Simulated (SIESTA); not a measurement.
Runs of SIESTA 5.4.2 on Zr. The cell holds a slab with vacuum, 5 atoms: a = 3.232 Å, b = 3.232 Å, c = 25.294 Å, α = 90.00°, β = 90.00°, γ = 120.00°. The slab is cut from a database's or a generator's crystal, which needn't be the stable form of the element.

```csv
potentials or basis,gap on the mesh (eV),largest force (eV/Å),work function (eV)
"PseudoDojo 0.4 standard (PBE files), TZDP (energy shift 0.003 Ry; two zetas on semicore shells)",none,0.62,3.96
"PseudoDojo 0.4 standard (PBE files), SZ (energy shift 0.003 Ry)",none,0.76,2.18
"PseudoDojo 0.4 standard (PBE files), DZP (energy shift 0.003 Ry; two zetas on semicore shells)",none,(a),3.96
"PseudoDojo 0.4 standard (PBE files), DZDP (energy shift 0.003 Ry; two zetas on semicore shells)",none,0.62,3.95
"PseudoDojo 0.4 standard (PBE files), DZ (energy shift 0.003 Ry; two zetas on semicore shells)",none,0.63,(b)
"PseudoDojo 0.4 standard (PBE files), TZP (energy shift 0.003 Ry; two zetas on semicore shells)",none,0.62,3.95
"PseudoDojo 0.4 standard (PBE files), SZP (energy shift 0.003 Ry)",none,0.63,4.03
```

Alike in all rows: task band structure; level PBE; no spin polarisation; cell as given; k mesh 9 × 9 × 1; smearing fermi-dirac 0.05 eV; grid cutoff 800 Ry; energy shift 0.003 Ry.

Question: Fill in the values left out.

Answer: (a) 0.61; (b) 3.84.

Caveats: the basis of atomic orbitals isn't converged, which shifts pressures, moduli and gaps; the basis has no polarisation orbitals (some runs).

A k mesh can miss the band edges, and the runs leave out spin-orbit coupling on Zr.

A gap of «none» marks a metal or a gap under the smearing width.
